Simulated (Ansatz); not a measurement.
# Ga3Se: the cost of one run

Method: DFT PBE, scalar-relativistic, plane waves, PAW, unless a step names another level, in Ansatz 0.2.0.

3 further runs of the same task are left out: 2 that didn't finish, 1 set aside as unsound or not needed. Runs told in other sessions of the task aren't counted.

### Step 1. Starting point

The structure is trigonal, space group R-3m (No. 166). The conventional cell has a = 3.730 Å, b = 3.730 Å, c = 20.820 Å, α = 90.00°, β = 90.00°, γ = 120.00°. Ga (site symmetry 3m) has 3 Se at 2.75 Å and 3 Ga at 2.79 Å in its first shell of neighbours. Around Ga (site symmetry -3m) lie 6 Ga at 2.79 Å. Around Se (site symmetry -3m) lie 6 Ga at 2.75 Å.

Structure file:

```cif
data_structure
_symmetry_space_group_name_H-M 'P 1'
_symmetry_Int_Tables_number 1
_cell_length_a 7.2665
_cell_length_b 7.2665
_cell_length_c 7.2665
_cell_angle_alpha 29.745
_cell_angle_beta 29.745
_cell_angle_gamma 29.745
_cell_volume 83.62
loop_
_atom_site_label
_atom_site_type_symbol
_atom_site_fract_x
_atom_site_fract_y
_atom_site_fract_z
_atom_site_occupancy
Ga1 Ga 0.75155 0.75155 0.75155 1
Ga2 Ga 0.24845 0.24845 0.24845 1
Ga3 Ga 0.00000 0.00000 0.00000 1
Se1 Se 0.50000 0.50000 0.50000 1
```

It is the end of an earlier relaxation with the same method, from a generated guess; it is a trial structure. At a tolerance of 0.05 Å it has space group R-3m (No. 166); it has 20.91 Å³/atom, an uncorrected energy of -0.15 eV/atom over the elements.

### Step 2. Static run: bands, density of states and charges

input.yaml

```yaml
crystal:
  lattice:
    - [1.8650552603, 1.0767901566, 6.9399887431]
    - [-1.8650552603, 1.0767901566, 6.9399887431]
    - [0.0, -2.1535803132, 6.9399887431]
  atoms:
    - { symbol: Ga, position: [0.751552068, 0.751552068, 0.751552068] }
    - { symbol: Ga, position: [0.248447932, 0.248447932, 0.248447932] }
    - { symbol: Ga, position: [0.0, 0.0, 0.0] }
    - { symbol: Se, position: [0.5, 0.5, 0.5] }
basis:
  ecutwfc: 420
kpoints:
  mp_grid: { grid: [12, 12, 12] }
  band_path:
    path:
      - [[0.0, 0.0, 0.0], [0.5, 0.5, 0.5], [0.81728413, 0.18271587, 0.5]]
      - [[0.5, -0.18271587, 0.18271587], [0.5, 0.0, 0.0], [0.0, 0.0, 0.0], [0.34135793, -0.34135793, 0.0]]
      - [[0.65864207, 0.0, 0.34135793], [0.5, 0.0, 0.5], [0.0, 0.0, 0.0]]
    npoints: 14
hamiltonian:
  xc: pbe
scf:
  occupations: { method: gaussian, width: 0.1 }
  n_extra_bands: 10
output:
  forces: true
  stress: true
  eigenvalues: true
  populations: true
  dos: { projected: true, de: 0.02, nscf_kmesh: { grid: [15, 15, 15] } }
  bader: true
  write_density: true
  write_potential: true
  elf: true
  volumetric_format: npy
```

The run is started by

```console
ansatz run input.yaml --threads 1 --pin off --max-ram 2560MiB --backend cpu --events-out ev --progress --plain --runs-dir out
```

What time and memory should one allow on 1 thread of Arm Neoverse V2, shared host?

About 84 s, with a peak of 0.87 GiB.
